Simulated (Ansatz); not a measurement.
# Cl₂GeH₅NSi: up Jacob's ladder to CCSD(T)

Aim: compute Cl₂GeH₅NSi with functionals from several rungs and with coupled cluster, and see how far each lands from CCSD(T) at the basis-set limit for the atomisation energy.

Computed with Ansatz 0.2.0, Gaussian basis. Level: functionals in def2-TZVPP, the program's frozen cores in correlated methods.

Levels to be run: PBE-D4, r2SCAN-D4, PBE0-D4, B3LYP-D4, ωB97X-V, ωB97M-V, B2PLYP; CCSD(T)/def2-TZVPP; MP2/def2-QZVPP; extrapolation to the limit.

## (1) The geometry

All runs share one geometry, relaxed beforehand with PBE0-D4 in a triple-zeta def2 set.

SMILES `Cl[SiH2][NH][GeH2][Cl]`, 10 atoms, charge 0, spin multiplicity 1.

Atoms are counted from 1 here; the program's logs count them from 0.

Bond lengths: Cl1–Si2 2.063 Å, Si2–N3 1.707 Å, Si2–H6 1.479 Å, Si2–H7 1.478 Å, N3–Ge4 1.824 Å, N3–H8 1.010 Å, Ge4–Cl5 2.160 Å, Ge4–H9 1.529 Å, Ge4–H10 1.530 Å. Angles: Cl1–Si2–N3 112.7°, Cl1–Si2–H6 105.8°, Cl1–Si2–H7 106.8°, N3–Si2–H6 110.7°, N3–Si2–H7 107.8°, H6–Si2–H7 113.1°, Si2–N3–Ge4 126.8°, Si2–N3–H8 118.0°, Ge4–N3–H8 115.2°, N3–Ge4–Cl5 109.4°, N3–Ge4–H9 108.3°, N3–Ge4–H10 110.1°, Cl5–Ge4–H9 107.2°, Cl5–Ge4–H10 106.0°, H9–Ge4–H10 115.6°.

## (2) PBE-D4 (GGA)

in.yaml reads:

```yaml
crystal:
  periodic: [false, false, false]
  atoms:
    - {symbol: Cl, position_ang: [-2.485524, -1.796997, 0.055731]}
    - {symbol: Si, position_ang: [-0.716684, -1.103733, 0.860753]}
    - {symbol: N, position_ang: [0.345915, -0.480343, -0.320677]}
    - {symbol: Ge, position_ang: [0.574002, 1.272926, -0.768877]}
    - {symbol: Cl, position_ang: [2.356579, 2.031635, 0.185762]}
    - {symbol: H, position_ang: [-0.109347, -2.260938, 1.552601]}
    - {symbol: H, position_ang: [-1.069293, 0.000179, 1.778891]}
    - {symbol: H, position_ang: [0.898876, -1.135311, -0.854268]}
    - {symbol: H, position_ang: [-0.608386, 2.067843, -0.215247]}
    - {symbol: H, position_ang: [0.813874, 1.404748, -2.274668]}
basis:
  gaussian: {orbitals: def2-TZVPP}
hamiltonian: {xc: pbe, dispersion: d4}
output: {forces: true, orbitals: {seedname: orbitals}}
```

Launch:

```sh
$ ansatz run in.yaml --threads 2 --pin off --events-out ev --progress --plain --max-ram 32768MiB --backend cuda --devices 0, --max-vram 18GiB
```

The runs that follow: r2SCAN-D4 (meta-GGA); PBE0-D4 (hybrid); B3LYP-D4 (hybrid); ωB97X-V (range-separated); ωB97M-V (range-separated); B2PLYP (double hybrid); CCSD(T) in def2-TZVPP; MP2 in def2-QZVPP.

Q: Predict the results of all the runs planned. Wanted: atomisation energy, CCSD(T)/CBS; farthest; mean size of error, hybrid; mean size of error, range-separated; gap, smallest and largest; T1 diagnostic; triples share of the correlation energy.

**Answer**, as computed:

| quantity | value |
| --- | --- |
| atomisation energy, CCSD(T)/CBS | 3094.1 kJ/mol |
| functionals within 30.9 kJ/mol (1.0 %) | PBE-D4, r2SCAN-D4, ωB97X-V, ωB97M-V |
| farthest | B2PLYP (-66.3 kJ/mol) |
| mean size of error, hybrid | 38.5 kJ/mol |
| mean size of error, range-separated | 12.4 kJ/mol |
| gap, smallest and largest | 5.80 eV (PBE-D4), 12.54 eV (ωB97X-V) |
| T1 diagnostic | 0.0103 |
| triples share of the correlation energy | 3.8 % |

In words: PBE-D4 misses by -10.3 kJ/mol. Double hybrids carry the basis error of their MP2 part in triple zeta, and no dispersion term here, so their miss is partly the set-up's. Misses under about 30.9 kJ/mol are within the doubt on the reference itself, which lacks core-valence correlation, relativity and higher excitations, and its outer-core shells are covered unevenly. Hartree-Fock recovers 72 % of the binding; the rest is correlation. Orbital gaps span 5.8 to 12.5 eV; exact exchange widens them. Correlated methods include outer-core shells of Ge, which these sets cover unevenly.
